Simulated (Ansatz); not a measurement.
# FH6NSn: the cost of one run

Program: Ansatz 0.2.0. Level of theory: RKS PBE-D4/def2-SVP. These are calculated values, not measurements.

1 further run of the same task is left out (it didn't finish).

## 1. The system as given

Bond lengths: Sn1–F2 2.331 Å, Sn1–H3 1.679 Å, Sn1–H4 1.734 Å, Sn1–H5 1.678 Å, Sn1–N7 2.451 Å, N7–H8 1.006 Å, N7–H9 1.007 Å. Angles: F2–Sn1–H3 80.8°, F2–Sn1–H4 157.0°, F2–Sn1–H5 81.9°, F2–Sn1–N7 60.3°, H3–Sn1–H4 108.4°, H3–Sn1–H5 121.2°, H3–Sn1–N7 110.3°, H4–Sn1–H5 109.0°, H4–Sn1–N7 96.8°, H5–Sn1–N7 108.4°, Sn1–N7–H8 118.5°, Sn1–N7–H9 118.6°, H8–N7–H9 109.6°.

Structure file:

```xyz
9

Sn   -0.4376    1.0408   -0.2903
F     1.2670   -0.2401   -1.2333
H    -1.0785    0.8341   -1.8284
H    -1.7345    1.4207    0.7963
H     0.8337    2.1003   -0.0130
H     0.9721   -0.9966   -0.3441
N     0.1367   -1.1300    0.6920
H    -0.5287   -1.8814    0.6197
H     0.5698   -1.1478    1.6011
```

## 2. A restrained relaxation towards end A

Springs on the bonds that form and break draw the guess towards this end; the thresholds are loose.

Input file input.yaml:

```yaml
crystal:
  periodic: [false, false, false]
  atoms:
    - { symbol: Sn, position_ang: [-0.4376, 1.0408, -0.2903] }
    - { symbol: F, position_ang: [1.267, -0.2401, -1.2333] }
    - { symbol: H, position_ang: [-1.0785, 0.8341, -1.8284] }
    - { symbol: H, position_ang: [-1.7345, 1.4207, 0.7963] }
    - { symbol: H, position_ang: [0.8337, 2.1003, -0.013] }
    - { symbol: H, position_ang: [0.9721, -0.9966, -0.3441] }
    - { symbol: "N", position_ang: [0.1367, -1.13, 0.692] }
    - { symbol: H, position_ang: [-0.5287, -1.8814, 0.6197] }
    - { symbol: H, position_ang: [0.5698, -1.1478, 1.6011] }
basis:
  gaussian: { orbitals: def2-SVP }
hamiltonian:
  xc: pbe
  dispersion: d4
relax:
  f_tol: 0.15
  max_steps: 25
  restrain:
    - { distance: [0, 6], at: 3.4, k: 30.0 }
    - { distance: [5, 1], at: 2.18, k: 30.0 }
    - { distance: [0, 1], at: 1.96, k: 30.0 }
    - { distance: [5, 6], at: 1.02, k: 30.0 }
```

Command:

```console
$ ansatz run input.yaml --threads 2 --pin off --max-ram 3072MiB --backend cpu --events-out ev --progress --plain --runs-dir out
```

Q: Estimate wall time and peak memory on 2 threads of Arm Neoverse V1, shared host.

About 25 s, with a peak of 0.14 GiB.
